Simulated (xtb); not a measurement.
**CH8B2Si (SMILES CBB[SiH3]) at GFN2-xTB**

Wanted: energy and forces of CH8B2Si. 

The calculation is run with xtb 6.7.1.

6 further runs of the same task are left out: 1 that didn't finish, 5 set aside as unsound or not needed.

**1. The system as given**

CH8B2Si has 12 atoms, charge 0, and is taken as a singlet. As SMILES, `CBB[SiH3]`. Geometry: relaxed at GFN2-xTB. This is one conformer, not always the lowest.

Bond lengths: C1–B2 1.589 Å, B2–B3 1.604 Å, B3–Si4 1.970 Å, C1–H5 1.088 Å, C1–H6 1.089 Å, C1–H7 1.090 Å, B2–H8 1.181 Å, B3–H9 1.175 Å, Si4–H10 1.474 Å, Si4–H11 1.475 Å, Si4–H12 1.474 Å. Some angles: C1–B2–B3 124.4°, B2–B3–Si4 119.0°, C1–B2–H8 113.8°, B3–B2–H8 121.6°, B2–C1–H5 114.9°, B2–C1–H6 110.7°, B2–C1–H7 109.6°, B2–B3–H9 126.3°, Si4–B3–H9 114.7°, B3–Si4–H10 116.6°.

**2. Energy and forces at GFN2-xTB**

File struc.xyz:

```xyz
12
CH8B2Si
C     -0.165580     1.956330     0.535990
B     -0.470510     0.866590    -0.579440
B     -0.811480    -0.671030    -0.276260
Si     0.668300    -1.959530    -0.100590
H     -0.188320     1.584720     1.557880
H      0.808580     2.414420     0.369590
H     -0.892240     2.765500     0.464670
H     -0.365800     1.272170    -1.684190
H     -1.884100    -1.134420    -0.152340
H      2.033360    -1.406140    -0.143990
H      0.618050    -2.705860     1.170310
H      0.649750    -2.982740    -1.161630
```

Command:

```
$ xtb struc.xyz --acc 0.0001 --grad > xtb.out 2> xtb.err
```

What values should one expect? Wanted: total energy; dipole moment; HOMO energy; LUMO energy; HOMO–LUMO gap; dispersion energy; largest force on an atom; mean polarisability.

Computed results:

Level: GFN2-xTB.

| quantity | value |
| --- | --- |
| total energy | -10.36033 Eh |
| dipole moment | 1.25 D |
| HOMO energy | -9.82 eV |
| LUMO energy | -7.19 eV |
| HOMO–LUMO gap | 2.63 eV |
| dispersion energy | -15.35 kJ/mol |
| largest force on an atom | 0.008 eV/Å |
| mean polarisability (D4 model) | 67.7 bohr³ |
